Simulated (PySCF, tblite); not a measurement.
# C16H5FO4: electronic excitations, NMR shifts

Aim: compute the electronic excitations, NMR shifts of C16H5FO4 (`O=c1c(=O)c2ccc(F)c3c2-c2c1cccc2c(=O)c3=O`).

Programs: tblite 0.8.0 and PySCF 2.14.0, with routines of our own; each step states its level. All values are computed. Atoms count from 0.

## Step 1: The system as given

26 atoms, charge 0, multiplicity 1; geometry from: force field, distance geometry or constructed start.

## Step 2: Geometry optimisation with GFN2-xTB

Job settings and geometry (Å):

```
{"job": {"kind": "relax", "xc": "GFN2-xTB", "basis": "xTB"}, "charge": 0, "multiplicity": 1}
O      2.695500     2.700300     0.172400
C      1.699800     1.987500     0.106000
C      0.321200     2.592500     0.044400
O      0.170900     3.812700     0.041600
C     -0.852500     1.690400    -0.026000
C     -2.134900     2.263100    -0.096000
C     -3.253300     1.448200    -0.166100
C     -3.092500     0.068900    -0.166600
F     -4.201100    -0.684300    -0.236500
C     -1.824400    -0.512700    -0.102900
C     -0.671200     0.294600    -0.035600
C      0.673200    -0.293000     0.033900
C      1.823100     0.513900     0.109700
C      3.114300    -0.048600     0.166500
C      3.270400    -1.423900     0.164200
C      2.148600    -2.246400     0.100900
C      0.866900    -1.679700     0.031200
C     -0.298300    -2.589100    -0.043300
O     -0.147600    -3.797200    -0.043800
C     -1.685600    -1.982400    -0.109400
O     -2.658500    -2.721700    -0.170800
H     -2.257800     3.348100    -0.089500
H     -4.248300     1.878700    -0.206400
H      3.988800     0.587700     0.222200
H      4.268400    -1.863400     0.214900
H      2.272400    -3.330700     0.093100
```

Command:

```sh
> OMP_NUM_THREADS=1 python large_run.py task.json out
```

This one command runs all jobs of the session in turn.

Output:

```text
step      E/eV     max force
  0   -1571.39902    1.784
  1   -1571.43320    1.711
  2   -1571.48944    0.335
  3   -1571.50001    0.260
  4   -1571.51830    0.233
  5   -1571.52377    0.186
  6   -1571.53102    0.147
  7   -1571.53392    0.217
  8   -1571.53647    0.122
  9   -1571.53829    0.076
 10   -1571.53902    0.046
 11   -1571.53920    0.034
 12   -1571.53931    0.032
 13   -1571.53943    0.022
 14   -1571.53953    0.017
```

Wall time 0.45 s (1 thread of Arm Neoverse N1, shared host); peak memory 0.19 GiB.

Along the way:

| step | energy from step 0 (eV) | largest force (eV/Å) |
| --- | --- | --- |
| 0 | 0.0000 | 1.7834 |
| 1 | -0.0342 | 1.7113 |
| 2 | -0.0904 | 0.3346 |
| 3 | -0.1010 | 0.2601 |
| 4 | -0.1193 | 0.2327 |
| 5 | -0.1247 | 0.1861 |
| 6 | -0.1320 | 0.1471 |
| 7 | -0.1349 | 0.2165 |
| 8 | -0.1374 | 0.1218 |
| 9 | -0.1393 | 0.0758 |
| 10 | -0.1400 | 0.0458 |
| 11 | -0.1402 | 0.0342 |
| 12 | -0.1403 | 0.0326 |
| 13 | -0.1404 | 0.0221 |
| 14 | -0.1405 | 0.0177 |

Close pairs (by a distance rule), those that changed most:

| bond | before (Å) | after (Å) | change (Å) |
| --- | --- | --- | --- |
| C1–C2 | 1.507 | 1.532 | +0.025 |
| C2–O3 | 1.229 | 1.208 | -0.021 |
| C17–C19 | 1.516 | 1.534 | +0.018 |
| O0–C1 | 1.226 | 1.208 | -0.018 |
| C19–O20 | 1.223 | 1.205 | -0.018 |
| C10–C11 | 1.469 | 1.454 | -0.014 |
| C12–C13 | 1.410 | 1.395 | -0.014 |
| C7–F8 | 1.342 | 1.328 | -0.014 |

The next job starts from the end point, and lists it.

## Step 3: Electronic excitations: TDA B3LYP/6-31G*

Job settings and geometry (Å):

```
{"job": {"kind": "uv", "basis": "6-31G*", "grid": 1, "kgrid": 0, "vcut": 1.5, "nstates": 8, "ntriplets": 3, "tda": true, "delta": ["ip_vertical", "ea_vertical", "triplet_vertical"], "pop": true, "xc": "B3LYP"}, "charge": 0, "multiplicity": 1}
O      2.686584     2.717078     0.170885
C      1.716377     1.999291     0.112272
C      0.315228     2.613525     0.040697
O      0.181826     3.814610     0.043686
C     -0.830584     1.684569    -0.028963
C     -2.107584     2.246480    -0.091875
C     -3.226814     1.447703    -0.160211
C     -3.063866     0.070133    -0.165625
F     -4.161039    -0.675380    -0.233140
C     -1.801831    -0.535389    -0.102894
C     -0.665186     0.291303    -0.032739
C      0.666863    -0.288646     0.033947
C      1.807643     0.526588     0.103203
C      3.079914    -0.042955     0.167497
C      3.245268    -1.415606     0.163986
C      2.129685    -2.228404     0.096010
C      0.848485    -1.679181     0.031226
C     -0.291032    -2.612330    -0.040340
O     -0.156327    -3.812950    -0.045289
C     -1.700637    -2.011990    -0.111810
O     -2.651891    -2.750145    -0.170509
H     -2.189561     3.323308    -0.086088
H     -4.221475     1.860939    -0.209272
H      3.928125     0.623436     0.218992
H      4.232400    -1.847350     0.213266
H      2.216801    -3.305070     0.091052
```

With the program's defaults for keys left out, this is: TDA B3LYP/6-31G*, vertical, gas phase, core orbitals frozen in the response, virtual orbitals cut by energy.

Output:

```text
start: PBE on a coarse grid of 24572 points
cycle   1  E = -1011.9228968262  dE =  4.375e+00  |g| = 1.708e+00  |ddm| = 6.985e+00
cycle   2  E = -1003.1732472179  dE =  8.750e+00  |g| = 6.028e+00  |ddm| = 9.055e+00
cycle   3  E = -1012.1933611931  dE = -9.020e+00  |g| = 1.031e+00  |ddm| = 7.982e+00
cycle   4  E = -1012.4391857502  dE = -2.458e-01  |g| = 5.359e-01  |ddm| = 2.039e+00
cycle   5  E = -1012.4961590376  dE = -5.697e-02  |g| = 2.995e-01  |ddm| = 8.626e-01
cycle   6  E = -1012.5136507940  dE = -1.749e-02  |g| = 1.130e-01  |ddm| = 3.976e-01
cycle   7  E = -1012.5160056335  dE = -2.355e-03  |g| = 4.239e-02  |ddm| = 1.488e-01
cycle   8  E = -1012.5164293690  dE = -4.237e-04  |g| = 1.404e-02  |ddm| = 5.756e-02
cycle   9  E = -1012.5164691453  dE = -3.978e-05  |g| = 6.365e-03  |ddm| = 2.374e-02
final grid: 111313 points
cycle  10  E = -1013.4105158467  dE = -2.425e-03  |g| = 1.772e-01  |ddm| = 5.539e-01
cycle  11  E = -1013.3774793297  dE =  3.304e-02  |g| = 4.452e-01  |ddm| = 6.168e-01
cycle  12  E = -1013.4165210975  dE = -3.904e-02  |g| = 3.412e-02  |ddm| = 4.482e-01
cycle  13  E = -1013.4167586196  dE = -2.375e-04  |g| = 5.899e-03  |ddm| = 4.209e-02
cycle  14  E = -1013.4167670788  dE = -8.459e-06  |g| = 3.565e-03  |ddm| = 1.109e-02
cycle  15  E = -1013.4167677754  dE = -6.966e-07  |g| = 6.521e-04  |ddm| = 4.865e-03
cycle  16  E = -1013.4167679177  dE = -1.423e-07  |g| = 2.180e-04  |ddm| = 9.108e-04
cycle  17  E = -1013.4167683366  dE = -4.188e-07  |g| = 8.073e-05  |ddm| = 3.408e-04
converged SCF energy = -1013.4167683366
Vertical ionisation energy (delta-SCF) = 8.7293 eV   <S^2> = 0.754
Vertical electron affinity (delta-SCF) = 2.0249 eV   <S^2> = 0.767
Vertical lowest triplet (delta-SCF) = 1.8232 eV   <S^2> = 2.013

Static polarisability (au): isotropic 171.471, principal 54.493 228.154 231.766

Singlet excitations
state   eV       nm        f      main configurations
  1   2.1874    566.8   0.00000   H->L 0.62, H->L+1 0.24, H-1->L+1 0.11
  2   2.2722    545.7   0.00000   H-1->L 0.60, H->L+1 0.22, H-1->L+1 0.12
  3   2.9292    423.3   0.00001   H->L+1 0.46, H->L 0.27, H-1->L 0.20
  4   3.0817    402.3   0.00001   H-1->L+1 0.69, H-1->L 0.19
  5   3.1831    389.5   0.06879   H-2->L 0.84, H-2->L+1 0.10
  6   3.2221    384.8   0.02258   H-2->L+1 0.75, H-2->L 0.11, H-3->L 0.10
  7   3.3942    365.3   0.00000   H-5->L 0.60, H-5->L+1 0.19, H-6->L+1 0.14
  8   3.4922    355.0   0.00000   H-6->L 0.46, H-5->L+1 0.32, H-5->L 0.08

Triplet excitations (Tamm-Dancoff, eV): 1.7416 1.8167 2.4500
```

Run time: 5.5 min. Hardware: 1 thread of Arm Neoverse N1, shared host; peak memory 0.64 GiB.

The orbitals next to the gap, with their largest atomic shares:

| orbital | eV | atoms |
| --- | --- | --- |
| HOMO−4 | -8.02 | C12 18 %, C15 15 %, C16 13 % |
| HOMO−3 | -7.81 | C9 19 %, C5 11 %, C7 10 % |
| HOMO−2 | -7.33 | C6 16 %, C14 14 %, C4 13 % |
| HOMO−1 | -7.22 | O3 26 %, O0 26 %, C1 8 % |
| HOMO | -7.02 | O20 30 %, O18 22 %, C17 8 % |
| LUMO | -3.63 | O0 11 %, O3 11 %, C10 10 % |
| LUMO+1 | -3.43 | C13 10 %, C15 9 %, C5 9 % |
| LUMO+2 | -1.86 | C5 14 %, C15 12 %, C13 11 % |
| LUMO+3 | -1.32 | C6 15 %, C14 14 %, C19 6 % |

With each of the 8 states as a Gaussian band of 0.4 eV half-width at 1/e, the curve within the window shown has maxima at 388 nm (ε 3,700) L/(mol cm). Beyond the last state computed it falls off for lack of states. The curve at chosen wavelengths:

nm, ε (L/mol/cm) and a bar:
```
      327        394 ###
      345       1353 ###########
      363       2707 #######################
      381       3606 ##############################
      400       3501 #############################
      418       2686 ######################
      436       1733 ##############
      454        981 ########
      472        504 ####
      490        241 ##
      509        105 #
      527         46 
      545         20 
      563          8 
      581          3 
      599          1 
      618          1 
      636          0 
      654          0 
      672          0 
      690          0 
      708          0 
      727          0 
      745          0 
      763          0 
      781          0
```

Ground-state properties from the same run:

| property | computed |
| --- | --- |
| dipole moment (D) | 1.01 |
| polarisability (Å³) | 25.41 |
| HOMO–LUMO gap (eV) | 3.39 |
| −ε(HOMO) (eV) | 7.02 |

## Step 4: NMR shifts: GIAO PBE/pcSseg-1

The job, as its differences from that of step 3:

```diff
@@ -1,2 +1,2 @@
-{"job": {"kind": "uv", "basis": "6-31G*", "grid": 1, "kgrid": 0, "vcut": 1.5, "nstates": 8, "ntriplets": 3, "tda": true, "delta": ["ip_vertical", "ea_vertical", "triplet_vertical"], "pop": true, "xc": "B3LYP"}, "charge": 0, "multiplicity": 1}
+{"job": {"kind": "nmr", "basis": "pcSseg-1", "pop": false, "xc": "PBE"}, "charge": 0, "multiplicity": 1}
 O      2.686584     2.717078     0.170885
```

With the program's defaults for keys left out, this is: GIAO PBE/pcSseg-1 NMR shielding, non-relativistic, gas phase.

Output:

```text
start: PBE on a coarse grid of 24572 points
cycle   1  E = -1011.4340678847  dE =  4.328e+00  |g| = 1.705e+00  |ddm| = 6.781e+00
cycle   2  E = -1003.0163960080  dE =  8.418e+00  |g| = 5.978e+00  |ddm| = 1.243e+01
cycle   3  E = -1011.6723542954  dE = -8.656e+00  |g| = 1.039e+00  |ddm| = 1.139e+01
cycle   4  E = -1011.9218988620  dE = -2.495e-01  |g| = 5.312e-01  |ddm| = 2.547e+00
cycle   5  E = -1011.9741026052  dE = -5.220e-02  |g| = 3.082e-01  |ddm| = 1.053e+00
cycle   6  E = -1011.9914633258  dE = -1.736e-02  |g| = 1.189e-01  |ddm| = 5.054e-01
cycle   7  E = -1011.9939766051  dE = -2.513e-03  |g| = 4.268e-02  |ddm| = 1.837e-01
cycle   8  E = -1011.9943867511  dE = -4.101e-04  |g| = 1.445e-02  |ddm| = 6.135e-02
cycle   9  E = -1011.9944248545  dE = -3.810e-05  |g| = 6.570e-03  |ddm| = 2.951e-02
final grid: 236698 points
cycle  10  E = -1012.2269265686  dE =  1.305e-04  |g| = 3.933e-02  |ddm| = 2.521e-01
cycle  11  E = -1012.2234333329  dE =  3.493e-03  |g| = 1.333e-01  |ddm| = 2.158e-01
cycle  12  E = -1012.2272401365  dE = -3.807e-03  |g| = 9.206e-03  |ddm| = 1.728e-01
cycle  13  E = -1012.2272589320  dE = -1.880e-05  |g| = 3.069e-03  |ddm| = 1.517e-02
cycle  14  E = -1012.2272608517  dE = -1.920e-06  |g| = 1.128e-03  |ddm| = 5.617e-03
cycle  15  E = -1012.2272595889  dE =  1.263e-06  |g| = 4.347e-04  |ddm| = 2.052e-03
cycle  16  E = -1012.2272598308  dE = -2.419e-07  |g| = 1.288e-04  |ddm| = 7.561e-04
cycle  17  E = -1012.2272601590  dE = -3.282e-07  |g| = 4.617e-05  |ddm| = 3.183e-04
converged SCF energy = -1012.2272601590

GIAO shielding tensors (ppm)
atom      isotropic    diamagn.    paramagn.     s11        s22        s33       span
  0 O     -359.515     395.925    -755.440  -1113.203   -371.939    406.597   1519.800
  1 C        2.248     250.493    -248.244    -86.161      2.085     90.822    176.983
  2 C        3.816     250.121    -246.305    -84.357      5.077     90.727    175.084
  3 O     -349.160     396.163    -745.323  -1089.815   -364.317    406.653   1496.469
  4 C       54.658     258.555    -203.897    -20.468     29.672    154.772    175.240
  5 C       38.788     241.895    -203.107    -63.183      4.055    175.491    238.674
  6 C       57.124     261.566    -204.442    -27.997     42.108    157.261    185.258
  7 C        3.879     244.980    -241.101    -68.163      7.688     72.112    140.275
  8 F      235.940     474.938    -238.999    108.297    188.289    411.233    302.937
  9 C       63.657     266.567    -202.910      5.802     34.090    151.080    145.278
 10 C       46.012     238.674    -192.662    -16.997     -4.928    159.963    176.960
 11 C       48.543     239.150    -190.607    -16.734     -3.114    165.476    182.209
 12 C       50.724     258.182    -207.458    -30.027     28.428    153.770    183.797
 13 C       40.939     239.544    -198.604    -61.654      5.808    178.664    240.318
 14 C       46.669     255.991    -209.322    -59.565     28.573    170.998    230.563
 15 C       40.352     239.569    -199.218    -62.851      5.436    178.470    241.322
 16 C       50.873     257.241    -206.368    -30.056     28.699    153.976    184.032
 17 C        4.360     251.908    -247.547    -85.424      7.802     90.703    176.126
 18 O     -347.959     396.657    -744.616  -1083.252   -367.954    407.328   1490.580
 19 C        4.178     246.457    -242.279    -80.915      5.740     87.707    168.622
 20 O     -397.688     390.430    -788.118  -1199.226   -397.082    403.244   1602.470
 21 H       23.002      32.429      -9.428     19.135     23.332     26.539      7.404
 22 H       24.230      27.419      -3.188     21.443     24.126     27.123      5.680
 23 H       23.000      32.024      -9.024     19.060     23.157     26.783      7.724
 24 H       23.739      27.735      -3.997     20.882     23.709     26.626      5.745
 25 H       22.951      31.921      -8.970     18.994     23.039     26.820      7.826
```

Run time: 61 s. Hardware: 1 thread of Arm Neoverse N1, shared host; peak memory 0.61 GiB.

The references, computed at this level on geometries of the same kind, shield at (ppm): 1H TMS 31.64, 13C TMS 182.6, 19F CFCl3 137.7, 17O H2O 336.3. Their shielding less the atom's gives the shift. The references are single molecules in the gas phase, so shifts against H2O, NH3, PH3, H3PO4 or CFCl3 are not on the usual liquid scales and can be off by tens of ppm.

| atoms | environment | σ (ppm) | δ (ppm) |
| --- | --- | --- | --- |
| C1 | ring carbonyl carbon | 2.2 | 180.4 |
| C2 | ring carbonyl carbon | 3.8 | 178.8 |
| C7 | aromatic carbon bearing fluorine | 3.9 | 178.7 |
| C19 | ring carbonyl carbon | 4.2 | 178.4 |
| C17 | ring carbonyl carbon | 4.4 | 178.3 |
| C5 | aromatic CH | 38.8 | 143.8 |
| C15 | aromatic CH | 40.4 | 142.3 |
| C13 | aromatic CH | 40.9 | 141.7 |
| C10 | substituted aromatic carbon | 46.0 | 136.6 |
| C14 | aromatic CH | 46.7 | 136.0 |
| C11 | substituted aromatic carbon | 48.5 | 134.1 |
| C12 | ring-fusion aromatic carbon | 50.7 | 131.9 |
| C16 | ring-fusion aromatic carbon | 50.9 | 131.8 |
| C4 | ring-fusion aromatic carbon | 54.7 | 128.0 |
| C6 | aromatic CH | 57.1 | 125.5 |
| C9 | ring-fusion aromatic carbon | 63.7 | 119.0 |
| H25 | hydrogen on an aromatic CH | 22.95 | 8.69 |
| H23 | hydrogen on an aromatic CH | 23.00 | 8.64 |
| H21 | hydrogen on an aromatic CH | 23.00 | 8.64 |
| H24 | hydrogen on an aromatic CH | 23.74 | 7.90 |
| H22 | hydrogen on an aromatic CH | 24.23 | 7.41 |
| O20 | carbonyl oxygen | -397.7 | 734.0 |
| O0 | carbonyl oxygen | -359.5 | 695.8 |
| O3 | carbonyl oxygen | -349.2 | 685.5 |
| O18 | carbonyl oxygen | -348.0 | 684.3 |
| F8 | aryl fluorine | 235.9 | -98.2 |

Ring of atoms C1, C2, C4, C10, C11, C12: NICS(0) 11.2, NICS(1) 2.7, NICS(1)zz 11.0 ppm (means of both faces).

Ring of atoms C4, C5, C6, C7, C9, C10: NICS(0) -5.2, NICS(1) -7.1, NICS(1)zz -13.5 ppm (means of both faces).

Ring of atoms C9, C10, C11, C16, C17, C19: NICS(0) 10.4, NICS(1) 2.5, NICS(1)zz 10.2 ppm (means of both faces).

## Step 5: Summary of results

| quantity | value |
| --- | --- |
| lowest singlet (B3LYP/6-31G*) | 2.19 eV (567 nm), f = 0.000 |
| brightest single state of those computed | state 5, 3.18 eV, f = 0.069 |
| lowest triplet | 1.74 eV |
| vertical electron affinity (ΔSCF) | 2.02 eV |
| 13C shifts against TMS (PBE/pcSseg-1) | 180.4, 178.8, 178.7, 178.4, 178.3, 143.8, 142.3, 141.7, 136.6, 136.0, 134.1, 131.9, 131.8, 128.0 ppm and more |
| 1H shifts against TMS (PBE/pcSseg-1) | 8.69, 8.64, 8.64, 7.90, 7.41 ppm |
| 17O shifts against H2O (PBE/pcSseg-1) | 734.0, 695.8, 685.5, 684.3 ppm |
| 19F shifts against CFCl3 (PBE/pcSseg-1) | -98.2 ppm |

The lowest singlet, at 2.19 eV, is HOMO→LUMO 0.62, HOMO→LUMO+1 0.24 and is dark; of the 8 states computed, the strongest absorption comes from state 5 at 3.18 eV. The lowest triplet lies 0.45 eV below the lowest singlet. At PBE/pcSseg-1: The largest span, 1602 ppm, is at O20, where the paramagnetic term is -788 ppm.
